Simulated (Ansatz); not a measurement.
# BrCl3H4O2W: the cost of one run

Program: Ansatz 0.2.0. Level of theory: RKS PBE/def2-SVP. These are calculated values, not measurements.

## (1) Starting point

Bond lengths: W1–O2 2.290 Å, O2–H3 1.010 Å, W1–O4 1.940 Å, O4–H5 1.010 Å, W1–Cl6 2.390 Å, W1–Cl7 2.390 Å, W1–H8 1.720 Å, W1–Cl9 2.390 Å, W1–Br10 2.870 Å, Cl6–Br10 2.314 Å, Cl7–Br10 2.042 Å. Angles (14 of 28 angles, heavy atoms first): O2–W1–O4 90.0°, O2–W1–Cl6 90.0°, O2–W1–Cl7 90.0°, O2–W1–Cl9 180.0°, O2–W1–Br10 71.6°, O4–W1–Cl6 90.0°, O4–W1–Cl7 180.0°, O4–W1–Cl9 90.0°, O4–W1–Br10 135.5°, Cl6–W1–Cl7 90.0°, Cl6–W1–Cl9 90.0°, Cl6–W1–Br10 51.2°, Cl7–W1–Cl9 90.0°, Cl7–W1–Br10 44.5°.

Structure file:

```xyz
11

W     0.0000    0.0000    0.0000
O     0.0000    0.0000    2.2900
H    -0.9095   -0.2814    2.6271
O     1.9400    0.0000    0.0000
H     2.2771   -0.9519   -0.0197
Cl    0.0000    2.3900    0.0000
Cl   -2.3900    0.0000    0.0000
H     0.0000   -1.7200    0.0000
Cl    0.0000    0.0000   -2.3900
Br   -2.0460    1.7977    0.9050
H    -0.9846    0.8651    2.1267
```

## (2) A restrained relaxation towards end A

Springs on the bonds that form and break draw the guess towards this end; the thresholds are loose.

File input.yaml:

```yaml
crystal:
  periodic: [false, false, false]
  atoms:
    - { symbol: W, position_ang: [0.0, 0.0, 0.0] }
    - { symbol: O, position_ang: [0.0, 0.0, 2.29] }
    - { symbol: H, position_ang: [-0.9095, -0.2814, 2.6271] }
    - { symbol: O, position_ang: [1.94, 0.0, 0.0] }
    - { symbol: H, position_ang: [2.2771, -0.9519, -0.0197] }
    - { symbol: Cl, position_ang: [0.0, 2.39, 0.0] }
    - { symbol: Cl, position_ang: [-2.39, 0.0, 0.0] }
    - { symbol: H, position_ang: [0.0, -1.72, 0.0] }
    - { symbol: Cl, position_ang: [0.0, 0.0, -2.39] }
    - { symbol: Br, position_ang: [-2.046, 1.7977, 0.905] }
    - { symbol: H, position_ang: [-0.9846, 0.8651, 2.1267] }
basis:
  gaussian: { orbitals: def2-SVP }
hamiltonian:
  xc: pbe
relax:
  f_tol: 0.15
  max_steps: 25
  restrain:
    - { distance: [0, 9], at: 3.77, k: 30.0 }
    - { distance: [10, 1], at: 2.21, k: 30.0 }
    - { distance: [0, 1], at: 1.94, k: 30.0 }
    - { distance: [10, 9], at: 1.55, k: 30.0 }
```

Run with:

```
ansatz run input.yaml --threads 4 --pin off --max-ram 5120MiB --backend cpu --events-out ev --progress --plain --runs-dir out
```

**Question.** How long does this run take on 4 threads of Intel Xeon 6975P-C (Granite Rapids), shared host, and how much memory does it need?

About 26 s, with a peak of 0.34 GiB.
